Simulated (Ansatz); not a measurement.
# Te2H radical (SMILES [Te][TeH]): functionals against CCSD(T) at one geometry

An exercise on one series of results from a longer session: the logs are not shown, and one member is left open.

Program: Ansatz 0.2.0, Gaussian basis. Level of theory: single points in def2-TZVPP. These are calculated values, not measurements.

Cores are frozen in the correlated methods. Filled d shells of the heavier atoms are correlated. Core potentials replace the inner electrons past krypton, and spin-orbit coupling is left out. Orbitals are unrestricted. B3LYP uses VWN-RPA correlation.

**The system as given**

SMILES `[Te][TeH]`, 3 atoms, charge 0, spin multiplicity 2.

Atoms are counted from 1 here; the program's logs count them from 0.

Bond lengths: Te1–Te2 2.809 Å, Te2–H3 1.629 Å. Angles: Te1–Te2–H3 83.9°.

As a file:

```csv
atom,x (Å),y (Å),z (Å)
Te1,1.4365,-0.7826,0.8274
Te2,-0.4247,1.1039,-0.1044
H3,-1.1605,-0.1985,-0.7497
```

The first run:

run/in.yaml

```yaml
crystal:
  periodic: [false, false, false]
  atoms:
    - {symbol: Te, position_ang: [1.436500, -0.782600, 0.827400]}
    - {symbol: Te, position_ang: [-0.424700, 1.103900, -0.104400]}
    - {symbol: H, position_ang: [-1.160500, -0.198500, -0.749700]}
basis:
  gaussian: {orbitals: def2-TZVPP}
magnetization: {spin_polarized: true, initial_magnetization: 1}
correlation: {method: ccsd_t}
scf: {omitted_lower_state_checks: [cluster_reference]}
output: {forces: true}
```

No record of the launch command was kept for these runs.

Steps of the session up to this table: CCSD(T)/def2-TZVPP; PBE0-D4/def2-TZVPP; wB97M-V/def2-TZVPP; r2SCAN-D4/def2-TZVPP; PBE-D4/def2-TZVPP; B3LYP-D4/def2-TZVPP; SPW92/def2-TZVPP.

One table of the session follows, with a row left open; its other results are not shown here.

```
   method  RMS force component (eV/Å)  angle to CCSD(T) forces (°)  dipole (D)
  CCSD(T)                       0.635                    reference        0.94
  PBE0-D4                       0.751                          4.0        1.08
  wB97M-V                       0.763                          3.3        0.72
r2SCAN-D4                       0.705                          5.2        1.25
   PBE-D4                       0.670                         16.8        1.40
 B3LYP-D4                           ?                            ?           ?
    SPW92                       0.803                         10.1        1.51
```

Q: Estimate the row for B3LYP-D4 from the others.

**Answer.** RMS force component (eV/Å): 0.622; angle to CCSD(T) forces (°): 10.1; dipole (D): 1.20. In the column «RMS force component (eV/Å)» it is the lowest.
